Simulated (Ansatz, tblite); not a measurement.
# C33H24N8: one state, many levels

How do method and basis change the picture of C33H24N8 (singlet)?

Program: Ansatz 0.2.0, Gaussian basis. Level of theory: as each input shows. These are calculated values, not measurements.

The runs, in order: GFN1-xTB, GFN2-xTB, PBE-D4/def2-SVP, r2SCAN-D4/def2-SVP.

1 further run of the same task is left out (set aside as unsound or not needed).

## Step 1: The geometry

The singlet was relaxed beforehand with r2SCAN-D4/def2-SVP.

SMILES `CN(C)c1ccc(-c2ccc(-c3ccc(-c4ccc(-c5ccc(-c6ccc(C#N)nc6)nc5)nc4)nc3)nc2)nc1`, 65 atoms, charge 0, spin multiplicity 1.

Bond lengths: C1–N2 1.447 Å, C1–H42 1.105 Å, C1–H43 1.106 Å, C1–H44 1.097 Å, N2–C3 1.446 Å, N2–C4 1.371 Å, C3–H45 1.105 Å, C3–H46 1.097 Å, C3–H47 1.107 Å, C4–C5 1.415 Å, C4–C41 1.424 Å, C5–C6 1.388 Å, C5–H48 1.091 Å, C6–C7 1.408 Å, C6–H49 1.092 Å, C7–C8 1.475 Å, C7–N40 1.346 Å, C8–C9 1.407 Å and more. Angles: N2–C1–H42 111.7°, N2–C1–H43 112.2°, N2–C1–H44 109.2°, H42–C1–H43 107.7°, H42–C1–H44 107.8°, H43–C1–H44 108.0°, C1–N2–C3 120.3°, C1–N2–C4 119.9°, C3–N2–C4 119.7°, N2–C3–H45 111.7°, N2–C3–H46 109.3°, N2–C3–H47 112.2°, H45–C3–H46 107.8°, H45–C3–H47 107.7°, H46–C3–H47 108.0°, N2–C4–C5 122.4°, N2–C4–C41 121.9°, C5–C4–C41 115.6° and more.

PBE0-D4/def2-SVP was run before; its log isn't repeated, and its numbers join the tables.

## Step 2: GFN1-xTB

Tight binding, by tblite at 300 K electronic temperature and without a spin-polarisation term:

```python
tblite.interface.Calculator('GFN1-xTB', numbers, positions, charge=0, uhf=0).singlepoint()
```

Energy -2941.7896 eV, HOMO -10.53 eV, LUMO -8.99 eV; 0.23 s.

## Step 3: GFN2-xTB

Tight binding, by tblite at 300 K electronic temperature and without a spin-polarisation term:

```python
tblite.interface.Calculator('GFN2-xTB', numbers, positions, charge=0, uhf=0).singlepoint()
```

Energy -2890.5618 eV, HOMO -9.78 eV, LUMO -8.30 eV; 0.2 s.

## Step 4: PBE-D4/def2-SVP

start.molden holds the orbitals of an earlier run on this state, given as this run's starting guess.

Input file in.yaml:

```yaml
crystal:
  periodic: [false, false, false]
  atoms:
    - {symbol: C, position_ang: [-12.417006, -1.324052, -0.673455]}
    - {symbol: N, position_ang: [-11.758791, -0.551258, 0.358186]}
    - {symbol: C, position_ang: [-12.539335, 0.149538, 1.353337]}
    - {symbol: C, position_ang: [-10.394135, -0.417157, 0.347379]}
    - {symbol: C, position_ang: [-9.700408, 0.362832, 1.303405]}
    - {symbol: C, position_ang: [-8.316101, 0.447771, 1.249313]}
    - {symbol: C, position_ang: [-7.602949, -0.237745, 0.247067]}
    - {symbol: C, position_ang: [-6.132821, -0.202182, 0.134559]}
    - {symbol: C, position_ang: [-5.481712, -0.841012, -0.936966]}
    - {symbol: C, position_ang: [-4.097468, -0.801283, -1.030125]}
    - {symbol: C, position_ang: [-3.356280, -0.117010, -0.045670]}
    - {symbol: C, position_ang: [-1.881982, -0.027116, -0.071818]}
    - {symbol: C, position_ang: [-1.183635, 0.543143, 1.008064]}
    - {symbol: C, position_ang: [0.202294, 0.612694, 0.976088]}
    - {symbol: C, position_ang: [0.893461, 0.106786, -0.143400]}
    - {symbol: C, position_ang: [2.367182, 0.126352, -0.248203]}
    - {symbol: C, position_ang: [3.000084, -0.244851, -1.448099]}
    - {symbol: C, position_ang: [4.385312, -0.221001, -1.533595]}
    - {symbol: C, position_ang: [5.139536, 0.177079, -0.411766]}
    - {symbol: C, position_ang: [6.615509, 0.232282, -0.427609]}
    - {symbol: C, position_ang: [7.384849, 0.118829, -1.597275]}
    - {symbol: C, position_ang: [8.772441, 0.170776, -1.521536]}
    - {symbol: C, position_ang: [9.386616, 0.335721, -0.265984]}
    - {symbol: C, position_ang: [10.855355, 0.390159, -0.094461]}
    - {symbol: C, position_ang: [11.405296, 0.643535, 1.174859]}
    - {symbol: C, position_ang: [12.784989, 0.690519, 1.328139]}
    - {symbol: C, position_ang: [13.587699, 0.478421, 0.192503]}
    - {symbol: C, position_ang: [15.022177, 0.520938, 0.312514]}
    - {symbol: N, position_ang: [16.179166, 0.561682, 0.440414]}
    - {symbol: N, position_ang: [13.085869, 0.230335, -1.027008]}
    - {symbol: C, position_ang: [11.764581, 0.189169, -1.154844]}
    - {symbol: N, position_ang: [8.653542, 0.458576, 0.855955]}
    - {symbol: C, position_ang: [7.330694, 0.411639, 0.777080]}
    - {symbol: N, position_ang: [4.539070, 0.514069, 0.743967]}
    - {symbol: C, position_ang: [3.214546, 0.487941, 0.818696]}
    - {symbol: N, position_ang: [0.228498, -0.418769, -1.188407]}
    - {symbol: C, position_ang: [-1.096704, -0.479723, -1.151569]}
    - {symbol: N, position_ang: [-3.973303, 0.485808, 0.986927]}
    - {symbol: C, position_ang: [-5.296890, 0.442569, 1.070012]}
    - {symbol: N, position_ang: [-8.263454, -0.966113, -0.671520]}
    - {symbol: C, position_ang: [-9.582377, -1.054710, -0.633014]}
    - {symbol: H, position_ang: [-12.066001, -2.371326, -0.686162]}
    - {symbol: H, position_ang: [-12.252162, -0.901505, -1.682252]}
    - {symbol: H, position_ang: [-13.497143, -1.334302, -0.482349]}
    - {symbol: H, position_ang: [-12.246860, -0.139366, 2.379058]}
    - {symbol: H, position_ang: [-13.599637, -0.100561, 1.224565]}
    - {symbol: H, position_ang: [-12.435018, 1.248120, 1.270217]}
    - {symbol: H, position_ang: [-10.237682, 0.903724, 2.084072]}
    - {symbol: H, position_ang: [-7.797319, 1.060630, 1.989471]}
    - {symbol: H, position_ang: [-6.090838, -1.363727, -1.677991]}
    - {symbol: H, position_ang: [-3.598869, -1.308813, -1.858540]}
    - {symbol: H, position_ang: [-1.759497, 0.924389, 1.854412]}
    - {symbol: H, position_ang: [0.739954, 1.064380, 1.812381]}
    - {symbol: H, position_ang: [2.375947, -0.551428, -2.290515]}
    - {symbol: H, position_ang: [4.874883, -0.523391, -2.461895]}
    - {symbol: H, position_ang: [6.908633, 0.005807, -2.574497]}
    - {symbol: H, position_ang: [9.364018, 0.092210, -2.435410]}
    - {symbol: H, position_ang: [10.724380, 0.797396, 2.014907]}
    - {symbol: H, position_ang: [13.245146, 0.885399, 2.299782]}
    - {symbol: H, position_ang: [11.403163, -0.025208, -2.167245]}
    - {symbol: H, position_ang: [6.765628, 0.516359, 1.709274]}
    - {symbol: H, position_ang: [2.795261, 0.760045, 1.794896]}
    - {symbol: H, position_ang: [-1.570764, -0.908854, -2.042914]}
    - {symbol: H, position_ang: [-5.726395, 0.948432, 1.943815]}
    - {symbol: H, position_ang: [-10.042223, -1.663591, -1.419227]}
basis:
  gaussian: {orbitals: def2-SVP, fitting: {mean_field: def2-universal-jkfit}, initial_orbitals: start.molden}
hamiltonian: {xc: pbe, dispersion: d4}
scf: {omitted_lower_state_checks: [starts]}
output: {forces: true, orbitals: {seedname: orbitals}}
```

Run with:

```console
ansatz run in.yaml --threads 2 --pin off --events-out ev --progress --plain --max-ram 32768MiB --backend cuda --devices 0, --max-vram 18GiB
```

After this run come: r2SCAN-D4/def2-SVP.

**Question.** What will the summary of the whole plan be? Wanted: gap in def2-SVP, named functionals, smallest and largest; binding an atom, functionals in def2-SVP.

As calculated:

| quantity | value |
| --- | --- |
| gap in def2-SVP, named functionals, smallest and largest | 1.79 eV (PBE-D4), 3.24 eV (PBE0-D4) |
| binding an atom, functionals in def2-SVP | 5.32 (r2SCAN-D4) to 5.56 eV (PBE-D4) |

What this shows: Over the named functionals in def2-SVP the gap runs from 1.79 eV (PBE-D4) to 3.24 eV (PBE0-D4); exact exchange widens it.
